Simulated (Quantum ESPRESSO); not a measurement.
LiBe under changes of volume

One of the cells (11.108 Å³/atom); the others are scaled copies at fixed shape and fractional positions:

```
CELL_PARAMETERS angstrom
2.81115 0.00000 0.00000
0.00000 2.81115 0.00000
0.00000 0.00000 2.81115
ATOMIC_POSITIONS crystal
Be 0.50000 0.50000 0.50000
Li 0.00000 0.00000 0.00000
```

The cell comes from a database or a generator and needn't be the stable form of this composition.

* Program: Quantum ESPRESSO 7.5
* Functional: PBE
* Potentials or basis: SSSP 1.3 efficiency PBE
* Cutoff: 748 eV
* Density cutoff: 5987 eV
* k mesh: 9 × 9 × 9
* Occupations: fermi-dirac, width 0.05 eV
* Spin: no spin polarisation

| volume (Å³/atom) | energy over the lowest point (meV/atom) | pressure (GPa) |
| --- | --- | --- |
| 10.441 | 8.83 | 3.9 |
| 10.663 | 4.27 | 2.7 |
| 10.886 | 1.37 | 1.5 |
| 11.108 | 0.00 | 0.5 |
| 11.330 | ? | ? |
| 11.552 | 1.31 | -1.4 |
| 11.774 | 3.75 | -2.1 |

**Question.** What does the run at 11.330 Å³/atom give?

**Answer.** Energy over the lowest point 0.02 meV/atom; pressure -0.5 GPa.

Worked out: A Birch-Murnaghan fit of order 3 (a polynomial in V^(-2/3)) to the other rows has its minimum at 11.21 Å³/atom with B0 = V·E''(V) = 48 GPa and B' = 3.6. It gives 0.02 meV/atom at 11.330 Å³/atom, against the run's 0.02, and -dE/dV = -0.5 GPa, against -0.5.

Energies are extrapolated to zero smearing.
